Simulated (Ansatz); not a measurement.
# Pt: the cost of one run

Method: DFT LDA, scalar-relativistic, plane waves, PAW, in Ansatz 0.2.0.

3 further runs of the same task are left out: 3 set aside as unsound or not needed.

**1. Starting point**

Symmetry: P6_3/mmc, No. 194, hexagonal system. Conventional cell: a = 2.721 Å, b = 2.721 Å, c = 4.644 Å, α = 90.00°, β = 90.00°, γ = 120.00°. Pt (site symmetry -6m2) has 12 Pt at 2.72 to 2.80 Å as nearest neighbours.

Coordinates:

```cif
data_structure
_symmetry_space_group_name_H-M 'P6_3/mmc'
_symmetry_Int_Tables_number 194
_cell_length_a 2.7209
_cell_length_b 2.7209
_cell_length_c 4.6437
_cell_angle_alpha 90.000
_cell_angle_beta 90.000
_cell_angle_gamma 120.000
_cell_volume 29.77
loop_
_atom_site_label
_atom_site_type_symbol
_atom_site_symmetry_multiplicity
_atom_site_Wyckoff_symbol
_atom_site_fract_x
_atom_site_fract_y
_atom_site_fract_z
_atom_site_occupancy
Pt1 Pt 2 c 0.66667 0.33333 0.75000 1
```

It goes back to an entry of the Materials Project, which need not be the stable form.

This cell was relaxed beforehand with the same method: volume 14.89 Å³/atom, gap on the mesh none (metal).

**2. The cell under 5 GPa**

At a set pressure the run lowers the enthalpy E + PV, so the energy alone may rise along the way.

File input.yaml:

```yaml
crystal:
  lattice:
    - [2.7209011778, 0.0, 0.0]
    - [-1.3604505889, 2.3563695412, 0.0]
    - [0.0, 0.0, 4.6437050061]
  atoms:
    - { symbol: Pt, position: [0.6666666667, 0.3333333333, 0.75] }
    - { symbol: Pt, position: [0.3333333333, 0.6666666667, 0.25] }
basis:
  ecutwfc: 420
kpoints:
  mp_grid: { grid: [18, 18, 10] }
hamiltonian:
  xc: lda
scf:
  occupations: { method: fermi_dirac, width: 0.15 }
output:
  forces: true
  stress: true
  eigenvalues: true
relax:
  adjacent_minimum: "off"
  f_tol: 0.001
  max_steps: 60
  cell: { stress_tol: 0.02, p_target: 5.0 }
```

The run is started by

```bash
> ansatz run input.yaml --threads 1 --pin off --max-ram 3072MiB --backend cpu --events-out ev --progress --plain --runs-dir out
```

What time and memory should one allow on 1 thread of AMD EPYC 7R43 (Zen 3), shared host?

About 42 s, with a peak of 0.46 GiB.
